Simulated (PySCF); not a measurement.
# C8H9: the cost of one run

Programs: PySCF 2.14.0, with routines of our own; each step states its level. All values are computed. Atoms count from 0.

### Step 1. The starting structure

17 atoms, charge 1, multiplicity 1; geometry from: GFN2-xTB.

### Step 2. Geometry optimisation at PBE0-D3(BJ)/def2-SVP

Job settings and geometry (Å):

```
{"job": {"xc": "PBE0", "basis": "def2-SVP", "d3": "d3bj", "grid": 2, "kind": "geom"}, "charge": 1, "multiplicity": 1}
C      2.474641    -0.102922    -0.032782
C      0.991774    -0.041254    -0.003864
C      0.296778    -1.258015    -0.072043
C     -1.063816    -1.505852    -0.065664
C     -2.124971    -0.603007     0.014491
C     -2.066235     0.777508     0.086406
C     -0.932094     1.590672     0.095406
C      0.402654     1.230480     0.057575
H      2.811285    -0.066412    -1.072217
H      2.851448    -1.029808     0.392477
H      2.927100     0.742394     0.479704
H      0.925337    -2.139192    -0.137476
H     -1.347026    -2.550192    -0.126244
H     -3.115677    -1.041074     0.013477
H     -3.016323     1.295564     0.135028
H     -1.125731     2.655860     0.144711
H      1.103856     2.057278     0.081104
```

Started as:

```sh
$ OMP_NUM_THREADS=1 python excited_run.py task.json out
```

The driver reads the jobs from task.json and runs them one after another.

**Question.** How long does this first job take on 1 thread of Intel Xeon Platinum 8488C, shared host, and how much memory does it need?

About 46 s, with a peak of 0.75 GiB.
